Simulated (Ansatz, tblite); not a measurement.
# TiClF3: one state, many levels

How do method and basis change the picture of TiClF3 (singlet)?

Method: as each input shows; program: Ansatz 0.2.0, Gaussian basis.

The runs, in order: GFN1-xTB, GFN2-xTB, PBE-D4/def2-TZVP, r2SCAN-D4/def2-TZVP, HF/def2-TZVP, revPBE-D4/def2-TZVP, ωB97X-V/def2-TZVP, B2PLYP/def2-TZVP, B3LYP-D4/def2-TZVP, LC-ωPBE/def2-TZVP, BHLYP-D4/def2-TZVP, PBE-D4/def2-SVP, PBE0-D4/def2-SVP, HF/6-31G, B3LYP-D4/6-31G, PBE0-D4/def2-TZVPD, PBE-D4/def2-TZVPD, r2SCAN-D4/def2-TZVPD, CCSD(T)/def2-TZVPP, MP2/def2-TZVP, RPA/def2-TZVP.

### 1 The geometry

The geometry is that of the singlet, from an earlier relaxation (PBE-D4/def2-SVP).

5 atoms, charge 0, spin multiplicity 1.

Bond lengths: Ti1–Cl2 2.191 Å, Ti1–F3 1.740 Å, Ti1–F4 1.739 Å, Ti1–F5 1.740 Å. Angles: Cl2–Ti1–F3 109.9°, Cl2–Ti1–F4 109.9°, Cl2–Ti1–F5 109.9°, F3–Ti1–F4 109.0°, F3–Ti1–F5 109.0°, F4–Ti1–F5 109.0°.

Formally the metal is d0. No spin-orbit coupling is included.

PBE0-D4/def2-TZVP was run before; its log isn't repeated, and its numbers join the tables.

### 2 GFN1-xTB

Tight binding, by tblite at 300 K electronic temperature and without a spin-polarisation term:

```python
tblite.interface.Calculator('GFN1-xTB', numbers, positions, charge=0, uhf=0).singlepoint()
```

Energy -574.9242 eV, HOMO -14.13 eV, LUMO -10.94 eV; 0.006 s.

### 3 GFN2-xTB

Tight binding, by tblite at 300 K electronic temperature and without a spin-polarisation term:

```python
tblite.interface.Calculator('GFN2-xTB', numbers, positions, charge=0, uhf=0).singlepoint()
```

Energy -563.2328 eV, HOMO -12.88 eV, LUMO -9.53 eV; 0.004 s.

### 4 PBE-D4/def2-TZVP

start.molden holds the orbitals of an earlier run on this state, given as this run's starting guess.

Input file in.yaml:

```yaml
crystal:
  periodic: [false, false, false]
  atoms:
    - {symbol: Ti, position_ang: [-0.000399, 0.000640, -0.082424]}
    - {symbol: Cl, position_ang: [0.009845, -0.017451, 2.108180]}
    - {symbol: F, position_ang: [1.632158, 0.009667, -0.682928]}
    - {symbol: F, position_ang: [-0.824128, 1.419821, -0.659707]}
    - {symbol: F, position_ang: [-0.817476, -1.412676, -0.683120]}
basis:
  gaussian: {orbitals: def2-TZVP, initial_orbitals: start.molden}
hamiltonian: {xc: pbe, dispersion: d4}
scf: {omitted_lower_state_checks: [starts]}
output: {orbitals: {seedname: orbitals}}
```

Command:

```bash
ansatz run in.yaml --threads 4 --pin off --events-out ev --progress --plain --max-ram 3916MiB
```

The runs that follow: r2SCAN-D4/def2-TZVP; HF/def2-TZVP; revPBE-D4/def2-TZVP; ωB97X-V/def2-TZVP; B2PLYP/def2-TZVP; B3LYP-D4/def2-TZVP; LC-ωPBE/def2-TZVP; BHLYP-D4/def2-TZVP; PBE-D4/def2-SVP; PBE0-D4/def2-SVP; HF/6-31G; B3LYP-D4/6-31G; PBE0-D4/def2-TZVPD; PBE-D4/def2-TZVPD; r2SCAN-D4/def2-TZVPD; CCSD(T)/def2-TZVPP; MP2/def2-TZVP; RPA/def2-TZVP.

**Question.** What will the summary of the whole plan be? Wanted: gap in def2-TZVP, named functionals and Hartree-Fock, smallest and largest; correlation energy, CCSD(T)/def2-TZVPP; correlation energy, MP2/def2-TZVP; binding an atom, CCSD(T)/def2-TZVPP; PBE0 total energy, smallest basis above largest.

**Answer**, as computed:

| quantity | value |
| --- | --- |
| gap in def2-TZVP, named functionals and Hartree-Fock, smallest and largest | 4.42 eV (PBE-D4), 14.54 eV (HF) |
| correlation energy, CCSD(T)/def2-TZVPP | -39.04 eV |
| correlation energy, MP2/def2-TZVP | -36.09 eV |
| binding an atom, CCSD(T)/def2-TZVPP | 4.463 eV |
| PBE0 total energy, smallest basis above largest | 17.69 eV (def2-SVP, def2-TZVPD) |

What this shows: Orbital gaps of the named functionals and Hartree-Fock in def2-TZVP span 4.42 eV (PBE-D4) to 14.54 eV (HF); exact exchange widens it. A small miss in a minimal or small basis is a cancelling of errors, not accuracy. The functionals in def2-TZVP miss CCSD(T)/def2-TZVPP by -0.382 (BHLYP-D4) to +0.105 eV (LC-ωPBE) an atom. The reference is CCSD(T) in one finite basis, so it carries an error of its own, often a tenth of an eV or more, and near misses can't be ranked.
